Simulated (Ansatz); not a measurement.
# C3H5Si (charge -1): rigid torsion scan from a Python script

Wanted for C3H5Si (charge -1): a rigid torsion scan. SMILES: [C-]#CC[SiH3].

Computed with Ansatz 0.2.0, driven from Python. Level of theory: PBE+D4/def2-SVP.

## Step 1: Starting point

Bond lengths: C1–C2 1.541 Å, C2–C3 1.466 Å, C3–Si4 1.854 Å, C3–H5 1.096 Å, C3–H6 1.096 Å, Si4–H7 1.485 Å, Si4–H8 1.486 Å, Si4–H9 1.485 Å. Angles: C1–C2–C3 179.2°, C2–C3–Si4 112.5°, C2–C3–H5 109.3°, C2–C3–H6 109.3°, Si4–C3–H5 109.5°, Si4–C3–H6 109.5°, H5–C3–H6 106.6°, C3–Si4–H7 111.0°, C3–Si4–H8 109.7°, C3–Si4–H9 111.0°, H7–Si4–H8 107.9°, H7–Si4–H9 109.3°, H8–Si4–H9 107.9°.

The script holds or builds the structure itself.

## Step 2: The code

Contents of c3h5si_torsion.py:

```python
import ansatz as az
from ase import Atoms

atoms = Atoms(["C", "C", "C", "Si", "H", "H", "H", "H", "H"], positions=[
    (2.8817, 1.0039, 0.4731),
    (1.6219, 0.1572, 0.2063),
    (0.4356, -0.6649, -0.0485),
    (-1.1267, 0.3322, -0.0784),
    (0.5547, -1.1859, -1.0049),
    (0.3596, -1.4398, 0.7222),
    (-1.3552, 1.0037, 1.2263),
    (-2.2853, -0.5602, -0.3405),
    (-1.0861, 1.3538, -1.1555),
])

first = (
    az.Crystal.molecule_from_ase(atoms).calculation()
    .basis(gaussian="def2-SVP")
    .functional("pbe", dispersion="d4")
    .charge(-1)
    .relax(force_tolerance=0.02, max_steps=80)
)
atoms.positions = first.run(threads=1).report["positions_ang"]

start = atoms.get_dihedral(1, 2, 3, 6)
energies = {}
for turn in range(0, 121, 15):
    turned = atoms.copy()
    turned.set_dihedral(1, 2, 3, 6, start + turn, indices=[3, 6, 7, 8])
    model = (
        az.Crystal.molecule_from_ase(turned).calculation()
        .basis(gaussian="def2-SVP")
        .functional("pbe", dispersion="d4")
        .charge(-1)
    )
    energies[round((start + turn) % 360)] = model.run(threads=1).report["free_energy_ev"]
floor = min(energies.values())
print("dihedral C1-C2-Si3-H6 (deg)   E - E(min) (kJ/mol)")
for angle, e in sorted(energies.items()):
    print(f"{angle:8d} {96.485332 * (e - floor):14.3f}  " + "#" * int(30 * (e - floor) / max(max(energies.values()) - floor, 1e-9)))
```

## Step 3: What the engine is handed

The engine receives this input (first run):

```yaml
crystal:
  periodic: [false, false, false]
  atoms:
    - { symbol: C, position_ang: [2.8817, 1.0039, 0.4731] }
    - { symbol: C, position_ang: [1.6219, 0.1572, 0.2063] }
    - { symbol: C, position_ang: [0.4356, -0.6649, -0.0485] }
    - { symbol: Si, position_ang: [-1.1267, 0.3322, -0.0784] }
    - { symbol: H, position_ang: [0.5547, -1.1859, -1.0049] }
    - { symbol: H, position_ang: [0.3596, -1.4398, 0.7222] }
    - { symbol: H, position_ang: [-1.3552, 1.0037, 1.2263] }
    - { symbol: H, position_ang: [-2.2853, -0.5602, -0.3405] }
    - { symbol: H, position_ang: [-1.0861, 1.3538, -1.1555] }
basis:
  gaussian:
    orbitals: def2-SVP
hamiltonian:
  xc: pbe
  dispersion: d4
total_charge: -1.0
relax:
  f_tol: 0.02
  max_steps: 80
```

## Step 4: The run

The run is started by

```bash
python c3h5si_torsion.py
```

Log:

```text
dihedral C1-C2-Si3-H6 (deg)   E - E(min) (kJ/mol)
      14         19.812  ###########################
      29         13.443  ##################
      44          7.068  #########
      59          4.551  ######
     299          0.000
     314          2.894  ###
     329         10.147  #############
     344         17.950  ########################
     359         21.894  ##############################
```

It took 44 s on 1 thread of Arm Neoverse V1, shared host; peak memory 0.19 GiB.

Lines on the test bed's own set-up are left out of the output.

## Step 5: Path of the relaxation of run 0

The steps of the relaxation:

| step | E - E(step 1) (eV) | largest force component (eV/Å) |
| --- | --- | --- |
| 1 | 0.0000 | 8.2972 |
| 2 | -1.8700 | 2.1002 |
| 3 | -1.9096 | 1.6718 |
| 4 | -1.9425 | 0.1524 |
| 5 | -1.9464 | 0.2006 |
| 6 | -1.9499 | 0.1213 |
| 7 | -1.9523 | 0.0758 |
| 8 | -1.9523 | 0.1142 |
| 9 | -1.9528 | 0.0304 |
| 10 | -1.9528 | 0.0513 |
| 11 | -1.9529 | 0.0037 |

Step 1 is the start. Step 10 was tried and not accepted.

Before: Bond lengths: C1–C2 1.541 Å, C2–C3 1.466 Å, C3–Si4 1.854 Å, C3–H5 1.096 Å, C3–H6 1.096 Å, Si4–H7 1.485 Å, Si4–H8 1.486 Å, Si4–H9 1.485 Å. Angles: C1–C2–C3 179.2°, C2–C3–Si4 112.5°, C2–C3–H5 109.3°, C2–C3–H6 109.3°, Si4–C3–H5 109.5°, Si4–C3–H6 109.5°, H5–C3–H6 106.6°, C3–Si4–H7 111.0°, C3–Si4–H8 109.7°, C3–Si4–H9 111.0°, H7–Si4–H8 107.9°, H7–Si4–H9 109.3°, H8–Si4–H9 107.9°.

After: Bond lengths: C1–C2 1.266 Å, C2–C3 1.466 Å, C3–Si4 1.894 Å, C3–H5 1.121 Å, C3–H6 1.121 Å, Si4–H7 1.507 Å, Si4–H8 1.541 Å, Si4–H9 1.507 Å. Angles: C1–C2–C3 174.5°, C2–C3–Si4 103.2°, C2–C3–H5 115.1°, C2–C3–H6 115.1°, Si4–C3–H5 109.0°, Si4–C3–H6 109.0°, H5–C3–H6 105.2°, C3–Si4–H7 110.9°, C3–Si4–H8 115.8°, C3–Si4–H9 110.9°, H7–Si4–H8 104.9°, H7–Si4–H9 109.0°, H8–Si4–H9 104.9°.

Run 0 is this relaxation; the runs after it count from 1.

## Step 6: The engine's runs

The 9 runs, in the order started:

```csv
run,turn (°),energy from run 1 (eV),SCF cycles,CPU time (s)
1,0,0.0000,17,1.7
2,15,0.0300,17,1.7
3,30,0.1052,17,1.7
4,45,0.1860,18,1.7
5,60,0.2269,17,1.6
6,75,0.2053,17,1.6
7,90,0.1393,15,1.6
8,105,0.0733,18,1.9
9,120,0.0472,17,1.8
```

## Step 7: What came out

```
              quantity     value
         runs compared         9
       range of energy  0.227 eV
lowest point, turn (°)         0
```

The lowest point lies at a turn of 0°, the highest 0.227 eV (21.9 kJ/mol) above it at 60°. The grid can miss the true lowest and highest points, and the rest of the molecule is held rigid. Run 0: After 9 moves the largest shift is 0.452 Å, of atom 1 (C). The scan is rigid and the energies are electronic, in a modest basis. With rigid groups the curve can differ much from the relaxed path, the start wasn't checked as a minimum of this torsion, and equivalent turns needn't return to the same energy. Anions want diffuse functions, which this basis lacks.
